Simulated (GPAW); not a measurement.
# One shape, several levels: InHOF (SMILES [OH][In][F])

We compute a comparison of 3 runs (UPBE/real-space grid, U-optB88-vdW/dzp, UPBE/dzp) of InHOF. Input form: an ASE script.

The results are computed with GPAW 26.7.0.

3 further runs of the same task are left out: 3 that didn't finish.

**1. The system as given**

InHOF: 4 atoms, total charge 0, spin state doublet. SMILES: `[OH][In][F]`. Geometry: a GFN2-xTB relaxation, a rough one for these elements and not checked as a minimum.

Bond lengths: O1–In2 2.045 Å, In2–F3 2.100 Å, O1–H4 0.957 Å. Angles: O1–In2–F3 120.5°, In2–O1–H4 118.2°.

**2. Energy and one-electron properties at UPBE/real-space grid (scalar-relativistic datasets) (run 1)**

Contents of run.py:

```python
import numpy as np
from ase.io.zmatrix import parse_zmatrix
from ase.units import Debye
from gpaw import GPAW

zmat = """
O
In 1 r2
F 2 r3 1 a3
H 1 r4 2 a4 3 d4
"""
values = dict(r2=2.044567, r3=2.100474, a3=120.54875, r4=0.956837, a4=118.21711, d4=-178.64937)
system = parse_zmatrix(zmat, defs=values)
system.center(vacuum=4.5)
system.set_initial_magnetic_moments([0.333333, 0.333333, 0.333333, 0.0])

calculator = GPAW(mode="fd",
                  h=0.18,
                  xc="PBE",
                  occupations={"name": "fermi-dirac", "width": 0.0, "fixmagmom": True},
                  maxiter=150,
                  symmetry="off",
                  txt="-")
system.calc = calculator

energy = system.get_potential_energy()
print(f"Energy: {energy:.5f} eV")
forces = system.get_forces()
print("Forces (eV/Ang)")
for symbol, f in zip(system.symbols, forces):
    print(f'{symbol:2} {f[0]:9.4f} {f[1]:9.4f} {f[2]:9.4f}')
dipole = system.get_dipole_moment() / Debye
print(f"Dipole = {np.linalg.norm(dipole):.3f} D")
print("Moments:", system.get_magnetic_moments().round(3))
```

Started as:

```
$ python run.py
```

What it wrote:

```text
[...]
Number of symmetries: 1
[...]
  Number of IBZ points: 1
[...]
Spin-components: 2 (collinear spins)
Bands:           18
[...]
  Valence electrons: 27.0
[...]
  Grid points: [68 64 52]
  Charge: 0.0  # |e|
[...]
    cutoffs:
[...]
occupation numbers:
  Fixed magnetic moment: 1.000
[...]
xc functional:
  name: PBE with 2 nearest neighbor stencil
[...]
|iter     |     time |      energy | eigst |  dens |  magmom |
[...]
|iter:   1| 00:00:04 |  -20.589653 | +0.64 |       |  +0.9822|
[...]
|iter:  15| 00:00:38 |  -16.949931c| -7.45c| -5.70c|  +1.0000|
Converged in 15 steps
[...]
Energy contributions relative to reference atoms: (reference = -164742.842909)
Energy contributions:
  Kinetic:          30.109633
  Coulomb:         -31.071210
  Zero:              0.775390
  External:          0.000000
  Xc:              -16.763743
  Entropy:           0.000000
  Spinorbit:         0.000000
  ----------------------------
  Free energy:     -16.949931
  Extrapolated:    -16.949931
dipole moment: (-0.150294, -0.863045, 0.005257)  # |e|*Ang
Total magnetic moment: (0.000000, 0.000000, 0.999999)
Local magnetic moments
|        x |        y |         z |
|----------|----------|-----------|
| 0.000000 | 0.000000 |  0.163470 |  # O    0
| 0.000000 | 0.000000 |  0.188200 |  # In   1
| 0.000000 | 0.000000 |  0.118863 |  # F    2
| 0.000000 | 0.000000 | -0.001287 |  # H    3
Fermi levels: -6.053, -5.185
Eigenvalues  # (at kpt = [0.000, 0.000, 0.000])
| band index |      eig [eV] | occ [0-1] |      eig [eV] | occ [0-1] |
[...]
Gap: 1.297 eV
Transition (v -> c):
[...]
Forces (eV/Ang)
O     0.4592    1.0512   -0.0410
In    0.5104    0.8642    0.0052
F    -0.7862   -0.8767    0.0968
H    -0.2062   -0.8653    0.0135
Dipole = 4.208 D
Moments: [ 0.163  0.188  0.119 -0.001]
```

Wall time 38 s (1 thread of Arm Neoverse V2, shared host); peak memory 0.8 GiB.

**3. The charge distribution at U-optB88-vdW/dzp (scalar-relativistic datasets) (run 2)**

Contents of gs_sp.py:

```python
import numpy as np
from ase import Atoms
from ase.units import Bohr, Debye
from gpaw import GPAW

positions_bohr = np.array(
              [[ -1.820392,  -0.678695,   1.171895],
               [  1.312906,  -0.269626,  -1.051406],
               [  3.043026,   3.278618,  -1.466314],
               [ -2.535559,  -2.330278,   1.345825]])
atoms = Atoms("OInFH", positions=positions_bohr * Bohr)
atoms.center(vacuum=5.0)
atoms.set_initial_magnetic_moments([0.333333, 0.333333, 0.333333, 0.0])

calc = GPAW(mode="lcao",
            xc={"name": "optB88-vdW", "backend": "libvdwxc"},
            maxiter=150,
            legacy_gpaw=True,
            symmetry="off",
            h=0.18,
            basis="dzp",
            occupations={"name": "fermi-dirac", "width": 0.0, "fixmagmom": True},
            txt="gs.txt")
atoms.calc = calc

energy = atoms.get_potential_energy()
print(f"Energy                  {energy:.5f} eV")
forces = atoms.get_forces()
print("Forces (eV/Ang)")
for symbol, f in zip(atoms.symbols, forces):
    print(f'{symbol:2} {f[0]:9.4f} {f[1]:9.4f} {f[2]:9.4f}')
dipole = atoms.get_dipole_moment() / Debye
print(f"Dipole                  {np.linalg.norm(dipole):.3f} D")
print("Moments:", atoms.get_magnetic_moments().round(3))
```

Started as:

```
$ OMP_NUM_THREADS=1 python gs_sp.py
```

What it wrote:

```text
Energy                  -56.94424 eV
Forces (eV/Ang)
O     0.4388    1.7218    0.0584
In    0.6475    0.8177   -0.2649
F    -0.5315   -0.9731    0.1905
H    -0.4863   -1.5374    0.0267
Dipole                  3.925 D
Moments: [ 0.177  0.194  0.133 -0.002]
```

gs.txt:

```text
___ ___ ___ _ _ _
 |   |   |_  | | | |
 | | | | | . | | | |
 |__ |  _|___|_____|  26.7.0
 |___|_|

units:  Angstrom and eV
cores:  1
OpenMP: False

Versions:
  Python: 3.12.14
  ASE:    3.29.0
  Numpy:  2.5.5
  Scipy:  1.18.1
  Libxc:  7.0.0

        _gpaw.cpython-312-aarch64-linux-gnu.so

Input parameters:
  basis: dzp
  h: 0.18
  maxiter: 150
  mode: lcao
  occupations: {fixmagmom: True,
                name: fermi-dirac,
                width: 0.0}
  symmetry: off
  xc: {backend: libvdwxc,
       name: optB88-vdW}

[... 144 lines left out ...]
Reference energy: -164742.842909  # eV
[... 5 lines left out ...]
 Maximum [total energy] change in last 3 cyles: 0.0005 eV / valence electron
[... 14 lines left out ...]
       k-points in crystal coordinates                weights
[... 123 lines left out ...]
Converged after 11 iterations.
[... 20 lines left out ...]
Free energy:    -56.944241
[... 3 lines left out ...]
Semilocal GGA_X_OPTB88_VDW+LDA_C_PW energy: -260.830602
[... 119 lines left out ...]
Memory usage: 1.65 GiB
```

Wall time 53 s (1 thread of Arm Neoverse V2, shared host); peak memory 1.6 GiB.

**4. Energy and one-electron properties at UPBE/dzp (scalar-relativistic datasets) (run 3)**

Contents of mol.py:

```python
import numpy as np
from ase import Atoms
from ase.units import Debye
from gpaw import GPAW

molecule = Atoms(['O', 'In', 'F', 'H'],
    positions=[[ -0.963310,  -0.359150,   0.620140],
               [  0.694760,  -0.142680,  -0.556380],
               [  1.610300,   1.734970,  -0.775940],
               [ -1.341760,  -1.233130,   0.712180]])
molecule.center(vacuum=4.5)
molecule.set_initial_magnetic_moments([0.333333, 0.333333, 0.333333, 0.0])

calculator = GPAW(mode='lcao',
                  basis='dzp',
                  h=0.18,
                  xc='PBE',
                  occupations={'name': 'fermi-dirac', 'width': 0.0, 'fixmagmom': True},
                  maxiter=150,
                  symmetry='off',
                  txt='-')
molecule.calc = calculator

energy = molecule.get_potential_energy()
print(f'Energy                  {energy:.5f} eV')
forces = molecule.get_forces()
print('Forces (eV/Ang)')
for symbol, f in zip(molecule.symbols, forces):
    print(f'{symbol:2} {f[0]:9.4f} {f[1]:9.4f} {f[2]:9.4f}')
dipole = molecule.get_dipole_moment() / Debye
print(f'Dipole                  {np.linalg.norm(dipole):.3f} D')
print('Moments:', molecule.get_magnetic_moments().round(3))
```

Started as:

```
$ python mol.py
```

What it wrote:

```text
[...]
Number of symmetries: 1
[...]
  Number of IBZ points: 1
[...]
basis functions: 54
Spin-components: 2 (collinear spins)
Bands:           18
[...]
  Valence electrons: 27.0
[...]
  Grid points: [68 68 60]
  Charge: 0.0  # |e|
[...]
    cutoffs:
[...]
occupation numbers:
  Fixed magnetic moment: 1.000
[...]
xc functional:
  name: PBE with 2 nearest neighbor stencil
[...]
|iter     |     time |      energy | eigst |  dens |  magmom |
[...]
|iter:   1| 00:00:05 |  -16.844665 |      c|       |  +1.0025|
[...]
|iter:  11| 00:00:17 |  -14.529019c|      c| -4.32c|  +1.0000|
Converged in 11 steps
[...]
Energy contributions relative to reference atoms: (reference = -164742.842909)
Energy contributions:
  Kinetic:          26.225019
  Coulomb:         -23.749680
  Zero:              0.412294
  External:          0.000000
  Xc:              -17.416652
  Entropy:           0.000000
  Spinorbit:         0.000000
  ----------------------------
  Free energy:     -14.529019
  Extrapolated:    -14.529019
dipole moment: (-0.156069, -0.787448, -0.071263)  # |e|*Ang
Total magnetic moment: (0.000000, 0.000000, 0.999997)
Local magnetic moments
|        x |        y |         z |
|----------|----------|-----------|
| 0.000000 | 0.000000 |  0.172291 |  # O    0
| 0.000000 | 0.000000 |  0.193512 |  # In   1
| 0.000000 | 0.000000 |  0.132828 |  # F    2
| 0.000000 | 0.000000 | -0.001391 |  # H    3
Fermi levels: -5.598, -4.722
Eigenvalues  # (at kpt = [0.000, 0.000, 0.000])
| band index |      eig [eV] | occ [0-1] |      eig [eV] | occ [0-1] |
[...]
Gap: 1.249 eV
Transition (v -> c):
[...]
Forces (eV/Ang)
O     0.4494    1.7685    0.0058
In    0.5984    0.8309   -0.2309
F    -0.5471   -1.0061    0.1192
H    -0.4668   -1.5819    0.0026
Dipole                  3.871 D
Moments: [ 0.172  0.194  0.133 -0.001]
```

Wall time 18 s (1 thread of Arm Neoverse V2, shared host); peak memory 1 GiB.

**5. All runs side by side**

| run | level | mode | vacuum round the molecule | energy (Eh) | dipole moment (D) | HOMO energy (eV) | LUMO energy (eV) | wall time |
| --- | --- | --- | --- | --- | --- | --- | --- | --- |
| 1 | UPBE/real-space grid (scalar-relativistic datasets) | fd | 4.5 | -6054.810709 | 4.21 | -6.05 | -5.19 | 38 s |
| 2 | U-optB88-vdW/dzp (scalar-relativistic datasets) | lcao | 5 | -6056.280472 | 3.92 | -5.78 | -4.93 | 53 s |
| 3 | UPBE/dzp (scalar-relativistic datasets) | lcao | 4.5 | -6054.721742 | 3.87 | -5.60 | -4.72 | 18 s |

**6. Results**

```
                                                     quantity        value
run 3: energy as printed (from the program's reference atoms)  -14.5290 eV
                                         run 3: dipole moment       3.87 D
                    run 3: HOMO energy (highest over α and β)     -5.60 eV
                     run 3: LUMO energy (lowest over α and β)     -4.72 eV
                              run 3: largest force on an atom   1.825 eV/Å
```

In words: The dipole moment (its size) runs from 3.87 D (UPBE/dzp) to 4.21 D (UPBE/real-space grid). Totals of different functionals can't be ranked against each other. All runs together took 1.8 min, the longest 53 s.
